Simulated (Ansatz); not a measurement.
## BC₇, space group P-43m: a single point from an input typed as a dict, step by step

Program: the Ansatz DFT code, driven from Python.

Notebook, run cell by cell (the value of a cell's last expression is shown):

**Cell 1**
```python
import warnings

import ansatz as az

warnings.simplefilter("ignore", az.DeckWarning)
```

**Cell 2**
```python
settings = {
    "crystal": {
        "lattice": [[3.620153, 0.0, 0.0], [0.0, 3.620153, 0.0], [0.0, 0.0, 3.620153]],
        "atoms": [
            {"symbol": "B", "position": [0.0, 0.0, 0.0]},
            {"symbol": "C", "position": [0.0, 0.5, 0.5]},
            {"symbol": "C", "position": [0.5, 0.5, 0.0]},
            {"symbol": "C", "position": [0.5, 0.0, 0.5]},
            {"symbol": "C", "position": [0.745221, 0.745221, 0.254779]},
            {"symbol": "C", "position": [0.745221, 0.254779, 0.745221]},
            {"symbol": "C", "position": [0.254779, 0.745221, 0.745221]},
            {"symbol": "C", "position": [0.254779, 0.254779, 0.254779]},
        ],
    },
    "kpoints": {"mp_grid": {"grid": [6, 6, 6]}},
    "hamiltonian": {"xc": "pbe"},
    "scf": {"occupations": {"method": "fermi_dirac", "width": 0.05}},
    "basis": {"ecutwfc": "38 Ry"},
    "output": {"forces": True},
}
```

**Cell 3**
```python
result = az.Session.from_dict(settings).plan(threads=1).execute()
data = result.report
```

**Cell 4**
```python
data["kweights"]
```
Output:
```text
[0.004629629629629629, 0.027777777777777776, 0.027777777777777776, 0.013888888888888888,
 0.05555555555555555, 0.1111111111111111, 0.05555555555555555, 0.05555555555555555,
 0.05555555555555555, 0.013888888888888888, 0.037037037037037035, 0.1111111111111111,
 0.05555555555555555, 0.1111111111111111, 0.1111111111111111, 0.027777777777777776,
 0.037037037037037035, 0.05555555555555555, 0.027777777777777776, 0.004629629629629629]
```

**Cell 5**
```python
n_atoms = len(data["lattice"]["sites"])
print("F =", round(data["free_energy_ev"], 4), "eV for", n_atoms, "atoms")
print("E(sigma -> 0) =", round(data["energy_sigma0_ev"], 4), "eV, TS =", round(data["entropy_ts_ev"], 5), "eV")
print("closed by", data["closed_by"], "after", data["n_iterations"], "iterations")

print("forces (eV/A)")
for site, force in zip(result.lattice.sites, data["forces_ev_ang"]):
    print(f"  {site.symbol:2s} {force[0]:9.4f} {force[1]:9.4f} {force[2]:9.4f}")
```
Output:
```text
F = -1910.4224 eV for 8 atoms
E(sigma -> 0) = -1910.4135 eV, TS = 0.0178 eV
closed by deck_thresholds after 6 iterations
forces (eV/A)
  B    -0.0000    0.0000   -0.0000
  C    -0.0000   -0.0000    0.0000
  C    -0.0000    0.0000   -0.0000
  C    -0.0000    0.0000    0.0000
  C     0.0075    0.0075   -0.0075
  C     0.0075   -0.0075    0.0075
  C    -0.0075    0.0075    0.0075
  C    -0.0075   -0.0075   -0.0075
```

Total energies depend on the potentials; only differences at equal settings carry meaning. A total without «per atom» is that of the cell as typed. For a metal this k-point mesh is coarse: on a finer one energies can move by several to tens of meV an atom and pressures by half a GPa or more, differences at one mesh by less. This cell is a computed structure, which may not be the phase found in nature. Timing: 2.7 s on 1 thread of Arm Neoverse V1, on a shared host, peak memory 0.32 GiB.

(Lines on the test bed's own set-up are left out of the output.)
